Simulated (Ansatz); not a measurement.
What does this script print? It uses Ansatz 0.2.0, Python API.

The script, `kconv.py`:
```python
"""Convergence of ZnPt with the k-point mesh."""

import csv

import ansatz as az
from pymatgen.core import Lattice, Structure
from pymatgen.io.ase import AseAtomsAdaptor

pmg_structure = Structure(
    Lattice([[2.864, 0.0, 0.0], [0.0, 2.864, 0.0], [0.0, 0.0, 3.51]]),
    ["Zn", "Pt"],
    [
        [0.5, 0.5, 0.5],
        [0.0, 0.0, 0.0],
    ],
)
crystal = az.Crystal.from_ase(AseAtomsAdaptor.get_atoms(pmg_structure))

base = (
    crystal.calculation()
    .scf(max_iterations=60, lower_state_search="light")
    .functional("lda")
    .occupations("fermi_dirac")
    .mixing("msr1", beta=0.1)
)

rows = []
for value in [0.8, 0.6, 0.5, 0.4, 0.33]:
    summary = base.kpoints(spacing=value).run().report
    rows.append((value, summary["free_energy_ev"] / len(summary["lattice"]["sites"]), summary["n_iterations"], summary["n_kpoints"]))

with open("kconv.csv", "w", newline="") as handle:
    writer = csv.writer(handle)
    writer.writerow(["spacing (1/A)", "F/atom (eV)", "iterations", "k-points"])
    writer.writerows([round(v, 5) if isinstance(v, float) else v for v in row] for row in rows)

# differences from the last row
for row in rows[:-1]:
    shift = 1000 * (row[1] - rows[-1][1])
    print(f"{row[0]}: {shift:+.2f} meV/atom" + ("  (within 2 meV)" if abs(shift) < 2 else ""))
```

Output of `python kconv.py`:
```text
DeckWarning: basis.ecutwfc = 420 eV, auto-derived from the records' recommended cutoffs: set by Zn (normal level)
0.8: +0.30 meV/atom  (within 2 meV)
0.6: +32.19 meV/atom
0.5: +1.85 meV/atom  (within 2 meV)
0.4: -8.98 meV/atom
```
(Warnings from the package without file and line.)

File `kconv.csv` afterwards:
```csv
spacing (1/A),F/atom (eV),iterations,k-points
0.8,-7746.17235,7,6
0.6,-7746.14046,7,12
0.5,-7746.1708,7,18
0.4,-7746.18163,6,30
0.33,-7746.17265,7,40
```

Reading the output:
- Spin is left out of this run.
- A row within the bound is followed by one outside it, so the series isn't shown to be converged.
- Spin-orbit coupling, which matters for elements this heavy, is left out.
- The starting cell is as deposited in a crystallographic database; the results hold for this polymorph, which needn't be the stable one.
- Shifts are counted from the finest mesh, which is itself no proven limit.
- Run time: 3.6 s on 1 thread of Arm Neoverse V2, on a shared host, peak memory 0.41 GiB.
